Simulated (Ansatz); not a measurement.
**SiNi3: further runs on the relaxed cell**

An exercise on one series of results from a longer session: the logs are not shown, and one member is left open.

The COD entry's cell or inner coordinates are ideal or old and differ from later refinements, so a difference from it is no clean test against experiment.

Computed with Ansatz 0.2.0 (DFT PBE and PBEsol (the runs whose input is shown use PBEsol), scalar-relativistic, plane waves, PAW).

1 further run of the same task is left out (set aside as unsound or not needed).

### The structure to begin with

It takes space group Pm-3m (No. 221, cubic). Conventional cell: a = 3.506 Å, b = 3.506 Å, c = 3.506 Å, α = 90.00°, β = 90.00°, γ = 90.00°. Si (site symmetry m-3m) has 12 Ni at 2.48 Å as nearest neighbours. Around Ni (site symmetry 4/mmm) lie 4 Si at 2.48 Å and 8 Ni at 2.48 Å.

Structure file:

```xyz
4
Lattice="3.5063 0.0000 0.0000 0.0000 3.5063 0.0000 0.0000 0.0000 3.5063" Properties=species:S:1:pos:R:3 pbc="T T T"
Si    0.0000    0.0000    0.0000
Ni    0.0000    1.7531    1.7531
Ni    1.7531    0.0000    1.7531
Ni    1.7531    1.7531    0.0000
```

It is the result of an earlier relaxation at this level (volume 10.78 Å³/atom; gap on the mesh: none (metal)).

The first run:

input.yaml reads:

```yaml
crystal:
  lattice:
    - [3.5062675435, 0.0, 0.0]
    - [0.0, 3.5062675435, 0.0]
    - [0.0, 0.0, 3.5062675435]
  atoms:
    - { symbol: Si, position: [0.0, 0.0, 0.0] }
    - { symbol: Ni, position: [0.0, 0.5, 0.5] }
    - { symbol: Ni, position: [0.5, 0.0, 0.5] }
    - { symbol: Ni, position: [0.5, 0.5, 0.0] }
basis:
  ecutwfc: 420
kpoints:
  mp_grid: { grid: [12, 12, 12] }
hamiltonian:
  xc: pbesol
scf:
  occupations: { method: gaussian, width: 0.1 }
output:
  forces: true
  stress: true
  eigenvalues: true
relax:
  adjacent_minimum: "off"
  f_tol: 0.005
  max_steps: 50
  cell: { stress_tol: 0.05 }
```

Launch:

```
> ansatz run input.yaml --threads 1 --pin off --max-ram 2560MiB --backend cpu --events-out ev --progress --plain --runs-dir out
```

Among the steps run: The cell under PBEsol; The cell under PBE+D3(BJ); The cell under LDA; Relaxing with r2SCAN.

One of the session's tables, all rows but one given; the rest of the session is left out.

```
functional  a (Å)  b (Å)  c (Å)  volume (Å³/atom)
       PBE  3.506  3.506  3.506             10.78
    PBEsol  3.461  3.461  3.461             10.36
PBE+D3(BJ)  3.465  3.465  3.465             10.40
       LDA      ?      ?      ?                 ?
    r2SCAN  3.465  3.465  3.465             10.40
```

Q: Estimate the row for LDA from the others.

The run gave: a (Å): 3.428; b (Å): 3.428; c (Å): 3.428; volume (Å³/atom): 10.07. In the column «a (Å)» it is the lowest.

The volumes rise in the order LDA, PBEsol, r2SCAN, PBE+D3(BJ), PBE, over 7.0 %. PBE comes nearest to the reported cell (-3.0 %), which holds thermal expansion that these runs lack. The final runs have no spin polarisation, so no magnetic state was tried and one may lie lower.
